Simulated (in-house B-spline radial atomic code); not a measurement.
**Tc²⁺: ionisation energy by several methods**

An exercise on one series of results from a longer session: the logs are not shown, and one member is left open.

Program: in-house B-spline radial atomic code version 1. Level of theory: scalar-relativistic (X2C), several functionals, spin-polarised; spherical all-electron atom at the radial basis limit. These are calculated values, not measurements, unless marked.

**What is computed**

- element: technetium (Z = 43)
- charge: +2
- electrons: 41
- configuration: [Kr] 4d5
- nucleus: Fermi, rms radius 4.411 fm

The outer shells:

[Kr] 4d5
```
[Kr] core
4d [↑ ][↑ ][↑ ][↑ ][↑ ]
```

Where spins are not typed, each open shell is filled with up spins first.

Set-up of the first run:

Settings of the run:

```ini
Z = 43
electrons = 41.0
configuration = [Kr] 4d5
hamiltonian = x2c
method = hf
spin_polarised = True
nucleus = fermi
rms_radius = 4.411169945885085
mass_number = 97
atomic_mass = 96.90636072
speed_of_light = 137.035999084
```

Among the steps run: Hartree-Fock; LDA (PW92); PBEsol, a GGA; LDA (VWN5); BLYP, a GGA; RPBE, a GGA.

One of the session's tables, all rows but one given; the rest of the session is left out.

```
      method  ΔSCF (eV)
  LDA (PW92)     30.097
  LDA (VWN5)          ?
      PBEsol     30.001
        BLYP     29.712
        RPBE     29.980
Hartree-Fock     28.934
```

**Question.** Estimate the row for LDA (VWN5).

**Answer.** ΔSCF (eV): 30.106. In the column «ΔSCF (eV)» it is the highest.

Members of this set that are not shown: 2 did not converge; 11 used exact exchange with fractional occupations of an open shell, which is unsound here.
